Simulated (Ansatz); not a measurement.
# Mo, space group Im-3m: an all-electron equation of state

Program: the Python package of Ansatz (0.2.0).

At the Python prompt:
```pycon
>>> import ansatz as az
>>> from ase.eos import EquationOfState
>>> from ase.units import GPa
>>> import numpy as np
>>> vectors0 = np.array([
...     [-1.573415, 1.573415, 1.573415],
...     [1.573415, -1.573415, 1.573415],
...     [1.573415, 1.573415, -1.573415],
... ])
>>> sites = [
...     ("Mo", [0.0, 0.0, 0.0]),
... ]
>>> def make_crystal(cell):
...     crystal = az.Crystal(lattice=az.Lattice.of(cell))
...     for symbol, position in sites:
...         crystal = crystal.atom(symbol, position)
...     return crystal
...
>>> volumes, energies = [], []
>>> for scale in np.linspace(0.94, 1.06, 5):
...     cell = vectors0 * scale ** (1 / 3)
...     calc = (
...         make_crystal(cell).calculation()
...         .functional(az.Functional.PBESOL)
...         .occupations("Fermi-Dirac")
...         .scf(tolerance=1e-07)
...         .kpoints(10, 10, 10)
...         .pseudopotentials("all_electron", lapw=True)
...     )
...     summary = calc.run().report
...     volumes.append(abs(np.linalg.det(cell)) / len(sites))
...     energies.append(summary["free_energy_ev"] / len(sites))
...     print(f"{scale:.3f} {volumes[-1]:9.4f} A^3/atom {energies[-1]:16.5f} eV/atom  +- {1000 * summary['lapw_basis_errors']['total_ev_per_atom']:.2f} meV")
...
0.940   14.6460 A^3/atom    -110119.28702 eV/atom  +- 0.06 meV
0.970   15.1134 A^3/atom    -110119.31168 eV/atom  +- 0.06 meV
1.000   15.5808 A^3/atom    -110119.31005 eV/atom  +- 0.06 meV
1.030   16.0482 A^3/atom    -110119.28599 eV/atom  +- 0.06 meV
1.060   16.5157 A^3/atom    -110119.24277 eV/atom  +- 0.06 meV
>>> v0, e0, bulk = EquationOfState(volumes, energies, eos="birchmurnaghan").fit()
>>> print(f"V0 = {v0:.4f} A^3/atom, B0 = {bulk / GPa:.1f} GPa")
V0 = 15.3129 A^3/atom, B0 = 275.2 GPa
```

A third-order Birch-Murnaghan fit through the 5 points has its minimum at 15.31 Å³ an atom, 1.7 % below the typed cell, with a bulk modulus of 275 GPa and dB/dP = 4.2. From that minimum the energy rises by 26.9 meV an atom on the compressed side and 71.2 meV on the expanded side.

Reading the output:
- All-electron totals depend on functional, relativistic treatment and basis; only differences at equal settings carry meaning.
- The run is spin-unpolarised.
- For a metal this k-point mesh is coarse: on a finer one energies can move by several to tens of meV an atom and pressures by half a GPa or more, differences at one mesh by less.
- Hardware and time: 23 s on 1 thread of Intel(R) Xeon(R) Platinum 8488C (Sapphire Rapids) (shared host), peak memory 0.36 GiB.

(Lines on the test bed's own set-up are left out of the output.)
